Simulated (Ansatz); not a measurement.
# BC5: what a guessed cell relaxes into

Aim: relax a trial structure of BC5 and see where it ends.

Program: Ansatz 0.2.0. Level of theory: DFT PBE, scalar-relativistic, plane waves, PAW. These are calculated values, not measurements.

**1. The starting structure**

The structure is cubic, space group F-43m (No. 216). Conventional cell: a = 5.281 Å, b = 5.281 Å, c = 5.281 Å, α = 90.00°, β = 90.00°, γ = 90.00°. B (site symmetry -43m) is surrounded by 16 C at 2.19 to 2.29 Å. Around C (site symmetry -43m) lie 12 C at 2.19 Å and 4 B at 2.29 Å. C (site symmetry 3m) has 6 C at 1.83 to 1.90 Å as nearest neighbours.

As a file:

```cif
data_structure
_symmetry_space_group_name_H-M 'P 1'
_symmetry_Int_Tables_number 1
_cell_length_a 3.7342
_cell_length_b 3.7342
_cell_length_c 3.7342
_cell_angle_alpha 60.000
_cell_angle_beta 60.000
_cell_angle_gamma 60.000
_cell_volume 36.82
loop_
_atom_site_label
_atom_site_type_symbol
_atom_site_fract_x
_atom_site_fract_y
_atom_site_fract_z
_atom_site_occupancy
B1 B 0.25000 0.25000 0.25000 1
C1 C 0.50000 0.50000 0.50000 1
C2 C 0.87275 0.87275 0.87275 1
C3 C 0.87275 0.87275 0.38176 1
C4 C 0.87275 0.38176 0.87275 1
C5 C 0.38176 0.87275 0.87275 1
```

A structure generator made this guess: random cell by space group and Wyckoff sites (F-43m, No. 216). Lengths come from tabulated atomic sizes and are only a guess.

**2. A first look at the guess**

File input.yaml:

```yaml
crystal:
  lattice:
    - [0.0, 2.64045739, 2.64045739]
    - [2.64045739, 0.0, 2.64045739]
    - [2.64045739, 2.64045739, 0.0]
  atoms:
    - { symbol: B, position: [0.25, 0.25, 0.25] }
    - { symbol: C, position: [0.5, 0.5, 0.5] }
    - { symbol: C, position: [0.87274804, 0.87274804, 0.87274804] }
    - { symbol: C, position: [0.87274804, 0.87274804, 0.38175587] }
    - { symbol: C, position: [0.87274804, 0.38175587, 0.87274804] }
    - { symbol: C, position: [0.38175587, 0.87274804, 0.87274804] }
basis:
  ecutwfc: 420
kpoints:
  mp_grid: { grid: [6, 6, 6] }
hamiltonian:
  xc: pbe
scf:
  occupations: { method: gaussian, width: 0.1 }
  lower_state_search: "off"
output:
  forces: true
  stress: true
  eigenvalues: true
```

Launch:

```sh
> ansatz run input.yaml --threads 1 --pin off --max-ram 2048MiB --backend cpu --events-out ev --progress --plain --runs-dir out
```

The session goes on with these runs: spin check on a coarse mesh; rough relaxation on the coarse mesh; final relaxation.

What does the calculation give? Wanted: conventional cell; volume; energy over the elements; gap on the mesh.

**Answer**, as computed:

| quantity | value |
| --- | --- |
| symmetry at the end (tolerance 0.05 Å) | space group F-43m (No. 216) |
| conventional cell | a = 5.867 Å, b = 5.867 Å, c = 5.867 Å, α = 90.00°, β = 90.00°, γ = 90.00° |
| volume | 8.41 Å³/atom |
| energy over the elements | +3.90 eV/atom |
| gap on the mesh | none (metal) |

In words: The space group F-43m (No. 216) is kept, and the volume per atom grows by 37.1 % from the first guess. The formation energy is positive, so the separate elements lie lower. No finished test with a distortion of lower symmetry is shown, so the end may be a saddle point. Other magnetic orders were not searched.
